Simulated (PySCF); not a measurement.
# BrCl (BrCl): the cost of one run

Computed with PySCF 2.14.0 and routines of our own; the level stands in each step. Atoms count from 0.

## 1. The starting structure

2 atoms, charge 0, multiplicity 1; geometry from: GFN2-xTB.

## 2. Relaxing the molecule at B3LYP/def2-TZVP

What the job is given:

```
{"job": {"xc": "B3LYP", "basis": "def2-TZVP", "grid": 1, "kind": "geom"}, "charge": 0, "multiplicity": 1}
Cl     1.069195    -0.002889    -0.002844
Br    -1.066438     0.004158    -0.011304
```

Started as:

```console
> OMP_NUM_THREADS=1 python excited_run.py task.json out
```

The driver reads the jobs from task.json and runs them one after another.

**Question.** How long does this first job take on 1 thread of Intel Xeon Platinum 8375C at 2.90GHz, shared host, and how much memory does it need?

About 3.9 s, with a peak of 0.37 GiB.
